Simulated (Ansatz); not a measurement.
# TiCl+ (septet): wave-function methods side by side, def2-QZVPP

The task here is to estimate one member of a computed series from the others.

The runs use Ansatz 0.2.0, Gaussian basis; def2-QZVPP, core rule «outside noble gas», up to 14 orbitals frozen.

To be run: UHF; ROHF; CCSD(T) on UHF.

## The geometry

The geometry is a PBE0/def2-TZVP stationary point (not a proven minimum) of the parent state, kept for this charge and spin.

2 atoms, charge 1, spin multiplicity 7.

Atoms are counted from 1 here; the program's logs count them from 0.

Bond lengths: Ti1–Cl2 2.611 Å.

Coordinates:

```xyz
2
charge 1, multiplicity 7
Ti    0.00000    0.00000    0.00000
Cl    0.00000    0.00000    2.61120
```

Set-up of the first run:

The input, in.yaml:

```yaml
crystal:
  periodic: [false, false, false]
  atoms:
    - {symbol: Ti, position_ang: [0.000000, 0.000000, 0.000000]}
    - {symbol: Cl, position_ang: [0.000000, 0.000000, 2.611200]}
basis:
  gaussian: {orbitals: "def2-QZVPP.json"}
total_charge: 1
magnetization: {spin_polarized: true, initial_magnetization: 6}
hamiltonian: {xc: hf}
output: {orbitals: {seedname: orbitals}}
```

The run is started by

```bash
> ansatz run in.yaml --threads 1 --pin off --events-out ev --progress --plain --max-ram 4096MiB --backend cpu
```

Steps of the session up to this table: UHF; ROHF; CCSD(T) on UHF.

One table of the session follows, with a row left open; its other results are not shown here.

It belongs to the step «Misses and costs». 

| method | from UCCSD(T) (kcal/mol) |
| --- | --- |
| ROHF | +147.18 |
| UHF | +140.31 |
| UMP2 | +25.86 |
| UCCSD | ? |
| UCCSD(T) | 0 |

Q: Estimate the row for UCCSD from the others.

**Answer.** from UCCSD(T) (kcal/mol): +5.21. In the column «from UCCSD(T) (kcal/mol)» it lies between UCCSD(T) (0) and UMP2 (+25.86).
